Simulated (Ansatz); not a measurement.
## CH₇SbSi, SMILES [CH3][SbH][SiH3]: a geometry optimisation

Run with Ansatz 0.2.0, Python API.

`ch7sbsi_opt.py`
```python
'''Minimum-energy structure of CH7SbSi.'''

import warnings

import ansatz
import numpy as np


def main() -> None:
    warnings.simplefilter('ignore', ansatz.DeckWarning)

    geometry_ang = [
        ('C', (-0.9244, 1.1458, -0.6876)),
        ('Sb', (-0.6638, -0.9351, -0.9743)),
        ('Si', (0.7343, -1.0627, 1.085)),
        ('H', (0.0741, 1.7018, -0.5185)),
        ('H', (-1.6425, 1.3488, 0.1503)),
        ('H', (-1.4376, 1.6311, -1.6143)),
        ('H', (0.7674, -0.6517, -1.9987)),
        ('H', (1.5185, -2.333, 1.1161)),
        ('H', (-0.0855, -0.9354, 2.331)),
        ('H', (1.7426, 0.0392, 1.114)),
    ]
    molecule = ansatz.Crystal.molecule()
    for symbol, xyz in geometry_ang:
        molecule = molecule.atom(symbol, xyz)

    model = (
        molecule.calculation()
        .basis(gaussian='def2-SVP')
        .functional('b3lyp')
    )
    symbols = [site.symbol for site in molecule.cartesian_sites]
    start = np.array([site.position_ang for site in molecule.cartesian_sites], dtype=float)
    def progress(event):
        if event['event'] == 'relax_step':
            row = event['data']
            print(f'step {row["step"]:3d}  E = {row["lagrangian_ev"]:.6f} eV  largest force component {row["allowed_force_max_ev_ang"]:.4f} eV/A')


    summary = model.relax(force_tolerance=0.02).session().plan().execute(on_event=progress).report
    end = np.array(summary['positions_ang'])

    for key in ('converged', 'free_energy_ev', 'reference_energy_ev', 'n_frozen', 'n_occupied', 'n_virtual'):
        print(f'{key:22s} {summary[key]}')

    print('final positions (A) and the move of each atom')
    for symbol, xyz, old in zip(symbols, end, start):
        print(f'{symbol:2s} {xyz[0]:10.5f} {xyz[1]:10.5f} {xyz[2]:10.5f}   {np.linalg.norm(xyz - old):7.4f}')

    charges = summary['charge_distribution']
    print('dipole moment', round(4.803205 * float(np.linalg.norm(charges['dipole_moment_e_ang'])), 3), 'D')
    print('Mulliken:', [(s, round(q, 3)) for s, q in zip(symbols, charges['mulliken_charges_e'])])
    with open('ch7sbsi_opt.xyz', 'w') as handle:
        handle.write(f'{len(symbols)}\nrelaxed CH7SbSi\n')
        handle.writelines(f'{s:2s} {x:11.6f} {y:11.6f} {z:11.6f}\n' for s, (x, y, z) in zip(symbols, end))


if __name__ == '__main__':
    main()
```

`python ch7sbsi_opt.py` gives:
```text
step   1  E = -15565.379009 eV  largest force component 2.9590 eV/A
step   2  E = -15565.595838 eV  largest force component 0.6811 eV/A
step   3  E = -15565.663080 eV  largest force component 0.3377 eV/A
step   4  E = -15565.674885 eV  largest force component 0.2278 eV/A
step   5  E = -15565.677616 eV  largest force component 0.0430 eV/A
step   6  E = -15565.678314 eV  largest force component 0.0131 eV/A
converged              True
free_energy_ev         -15565.678578855672
reference_energy_ev    -15565.678578855672
n_frozen               0
n_occupied             [25, 25]
n_virtual              [68, 68]
final positions (A) and the move of each atom
C    -0.99133    1.26195   -0.74745    0.1468
Sb   -0.67291   -0.91136   -0.98514    0.0276
Si    0.83333   -1.10042    1.13771    0.1184
H    -0.05013    1.78074   -0.52329    0.1473
H    -1.70785    1.42298    0.07077    0.1269
H    -1.41837    1.65548   -1.68094    0.0735
H     0.72585   -0.71798   -1.98088    0.0802
H     1.54822   -2.41179    1.14339    0.0885
H    -0.02586   -1.03052    2.35850    0.1156
H     1.84215   -0.00026    1.21035    0.1441
dipole moment 0.739 D
Mulliken: [('C', -0.256), ('Sb', 0.187), ('Si', 0.222), ('H', 0.061), ('H', 0.052), ('H', 0.055), ('H', -0.09), ('H', -0.075), ('H', -0.079), ('H', -0.077)]
```

`ch7sbsi_opt.xyz`, as written:
```text
10
relaxed CH7SbSi
C    -0.991330    1.261946   -0.747448
Sb   -0.672907   -0.911360   -0.985144
Si    0.833329   -1.100425    1.137706
H    -0.050134    1.780743   -0.523294
H    -1.707853    1.422979    0.070771
H    -1.418372    1.655477   -1.680944
H     0.725850   -0.717983   -1.980885
H     1.548222   -2.411793    1.143389
H    -0.025859   -1.030520    2.358496
H     1.842154   -0.000264    1.210354
```

Notes:
- Total energies depend on the basis set; only differences at equal settings carry meaning.
- The end point is the stationary point reached from this start; no frequency run checks that it is a minimum, and the basis set is modest.
- def2 sets replace the cores of elements past krypton by effective core potentials.
- b3lyp holds the VWN-RPA fit, as in Gaussian; the form of ORCA and Turbomole is b3lyp5.
- It ran for 34 s on 1 thread of Arm Neoverse V1, with other jobs on the host, peak memory 0.27 GiB.

(Lines on the test bed's own set-up are left out of the output.)
